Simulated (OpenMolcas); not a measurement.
# Hf²⁺ among point charges: CASSCF levels and susceptibility

Aim: the splitting of the states of Hf²⁺ in the field of 6 point charges, its lowest levels with spin-orbit coupling and its magnetic susceptibility.

The numbers are computed with OpenMolcas 26.06 (state-averaged CASSCF, spin-orbit coupling by RASSI with atomic mean-field integrals), except any that are marked as measured or tabulated.

1 further run of the same task is left out (it didn't finish).

## 1. Starting point

* Species: Hf²⁺ (hafnium, Z = 72, 70 electrons)
* Basis: ANO-RCC-VTZP [8s7p5d3f2g1h], 104 functions
* Scalar Hamiltonian: DKH2, point nucleus
* Inactive shells: 1s 2s 2p 3s 3p 3d 4s 4p 4d 4f 5s 5p
* Active space: 2 electrons in 5 orbitals (5d)
* Some configurations of this space: 5d²
* Orbitals: optimised for each spin and parity, averaged over all roots

The outer shells:

5d2
```
5d [↑ ][↑ ][  ][  ][  ]
```

The ion sits among 6 point charges of -1.36 e arranged as a tetragonal octahedron (D4h), 2.04 Å from the ion, with the axial distance 1.775 Å. The active orbitals were held to one l.

The work runs as a chain of OpenMolcas steps in one folder; each step below is one input file. Labels, J, g values, rates, χT and fits are worked out afterwards by a script from the matrices that RASSI stores. The input lists half of the charges; inversion (Group=XYZ) makes the rest.

## 2. GATEWAY and SEWARD: basis and integrals

File a.inp:

```
&GATEWAY
Coord
1

Hf 0.0 0.0 0.0
Basis=ANO-RCC-VTZP
Group=XYZ
NoMove
AngMom=0.0 0.0 0.0
AMFI
XField
3 Angstrom 0
2.040000 0.000000 0.000000 -1.360000
0.000000 2.040000 0.000000 -1.360000
0.000000 0.000000 1.774800 -1.360000
&SEWARD
```

Started as:

```console
$ OMP_NUM_THREADS=1 MOLCAS_MEM=1689 MOLCAS_PROJECT=a pymolcas a.inp > a.log
```

## 3. CASSCF: triplets of even parity, 10 roots

File a.inp:

```
&RASSCF
FileOrb=start.orb
Symmetry=1
Spin=3
nActEl=2 0 0
Inactive=15 19
Ras2=5 0
CIRoot=10 10 1
SDav=10
CIMx=300
Iter=120 100
PrWF=0.3
OrbListing=Nothing
MaxOrb=0
SupSym
1
25 4 5 6 7 8 10 11 12 13 14 16 17 18 19 20 24 25 26 27 28 29 30 31 32
33
0
>>> COPY $Project.JobIph JOB001
```

start.orb holds the contracted functions of the basis, ordered by shell, or the orbitals of the step before.

## 4. Reference wave functions, singlets of even parity, 15 roots

File a.inp:

```
&RASSCF
FileOrb=start.orb
Symmetry=1
Spin=1
nActEl=2 0 0
Inactive=15 19
Ras2=5 0
CIRoot=15 15 1
SDav=15
CIMx=300
Iter=120 100
PrWF=0.3
OrbListing=Nothing
MaxOrb=0
SupSym
1
25 4 5 6 7 8 10 11 12 13 14 16 17 18 19 20 24 25 26 27 28 29 30 31 32
33
0
>>> COPY $Project.JobIph JOB002
```

## 5. RASSI: spin-orbit coupling between the states

File a.inp:

```
&RASSI
NrOfJobIphs=2 10 15
1 2 3 4 5 6 7 8 9 10
1 2 3 4 5 6 7 8 9 10 11 12 13 14 15
IphNames
JOB001
JOB002
EJob
SpinOrbit
DIPRint=1.0
SOCoupling=1000.0
Subsets=2
Property=9
'ANGMOM' 1 'ANGMOM' 2 'ANGMOM' 3 'MLTPL  1' 1 'MLTPL  1' 2 'MLTPL  1' 3
'AMFI' 1 'AMFI' 2 'AMFI' 3
SOProperty=3
'ANGMOM' 1 'ANGMOM' 2 'ANGMOM' 3
```

**Question.** What will these runs give? Wanted: spin-free ground state; first state of the same spin within the active space; lowest level; next level.

As calculated:

```
                                            quantity                           value
                                              method                          CASSCF
                              spin-free ground state  3E, 2-fold in its orbital part
first state of the same spin within the active space                3A2 at 2700 cm⁻¹
                                        lowest level                       1-fold B1
                                          next level                       21.6 cm⁻¹
                                         χT at 300 K                  0.50 cm³ K/mol
                           effective moment at 300 K                         2.00 μB
```

In words: The spin-free ground state (3E) comes to 80 % from free-ion F terms and keeps the highest spin of the shell. χT at 300 K is 0.50, against 1.00 cm³ K/mol for the spin alone, so spin-orbit coupling lowers it. The field of point charges can differ much from that of real complexes. Point charges carry no covalency, so the field is a model and not that of real ligands.
